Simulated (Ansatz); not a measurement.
A nudged elastic band was laid between two geometries of a periodic cell of 17 atoms, Si (host Si, host structure diamond, interstitial Si).

All numbers below come from Ansatz 0.2.0, DFT PBE, scalar-relativistic, plane waves, PAW. Settings: PAW set soft_1, cutoff 420 eV, k mesh 2x2x2, fermi-dirac smearing 0.02 eV, no spin polarisation.

```
movable images  : 5
climbing image  : yes
spring          : 5.0 eV/Å²
optimiser       : quadratic models (default)
start path      : straight line
force threshold : 0.03 eV/Å
iteration limit : 62
end points      : relaxed
```

First end point:

```xyz
17
Lattice="0.0000 5.4300 5.4300 5.4300 0.0000 5.4300 5.4300 5.4300 0.0000" Properties=species:S:1:pos:R:3
Si 0.023 0.023 0.023
Si 1.356 1.355 1.361
Si 2.689 2.689 0.026
Si 4.072 4.072 1.391
Si 2.693 0.022 2.693
Si 4.073 1.391 4.072
Si 5.434 2.711 2.711
Si 6.754 4.072 4.073
Si 0.023 2.692 2.692
Si 1.391 4.073 4.072
Si 2.711 5.434 2.711
Si 4.072 6.754 4.073
Si 2.712 2.712 5.433
Si 4.073 4.073 6.754
Si 5.434 5.434 5.434
Si 6.788 6.788 6.787
Si 9.500 9.499 9.506
```

Last end point:

Only the atoms that move by more than 0.05 Å are listed.
```
Si17 8.143 8.142 8.141
```

Task: Which bonds break or form, and what moves?

Result: Contacts lost: Si1–Si17. Contacts made: Si16–Si17. The atom that moves furthest is Si17, by 2.35 Å; four of its nearest neighbours are Si3 2.39, Si1 2.39, Si9 2.39, Si5 2.39 Å at the first end and Si16 2.39, Si8 2.39, Si12 2.39, Si14 2.39 Å at the last.

Task: Give the energies along the band, and the barrier.

Result: The forces met the threshold. The highest image is number 3 of 0 to 6, 0.31 eV above the ends, which have the same energy within 2 meV. By the program's own check the climbing image is a first-order saddle point (lowest curvatures found: -0.22 and 0.67 eV/Å²). Limits of this set-up: coarse k mesh, a small cell, in which the defect meets its images.

```tsv
image	path coordinate (Å)	energy (eV)	Si1–Si17 (Å)	Si16–Si17 (Å)
0	0.00	0.00	2.39	4.70
1	0.57	0.12	2.45	4.24
2	1.14	0.28	2.63	3.74
3	1.71	0.31	3.15	3.13
4	2.27	0.28	3.76	2.63
5	2.83	0.11	4.25	2.45
6	3.40	0.00	4.70	2.39
```

Task: What is the geometry of the highest image?

Result: 
```xyz
17
Lattice="0.0000 5.4300 5.4300 5.4300 0.0000 5.4300 5.4300 5.4300 0.0000" Properties=species:S:1:pos:R:3
Si -0.220 -0.221 -0.221
Si 1.152 1.152 1.152
Si 2.625 2.624 0.102
Si 4.005 4.004 1.379
Si 2.625 0.101 2.625
Si 4.005 1.379 4.004
Si 5.406 2.780 2.780
Si 6.681 4.161 4.161
Si 0.102 2.624 2.625
Si 1.379 4.004 4.005
Si 2.780 5.405 2.780
Si 4.161 6.680 4.161
Si 2.780 2.780 5.405
Si 4.161 4.161 6.681
Si 5.637 5.636 5.637
Si 7.010 7.010 7.010
Si 8.819 8.819 8.819
```

The band took 6 iterations and about 6 core-minutes.

The run took 5.6 min on 1 thread of Arm Neoverse V2 (shared host), peak memory 0.81 GiB.
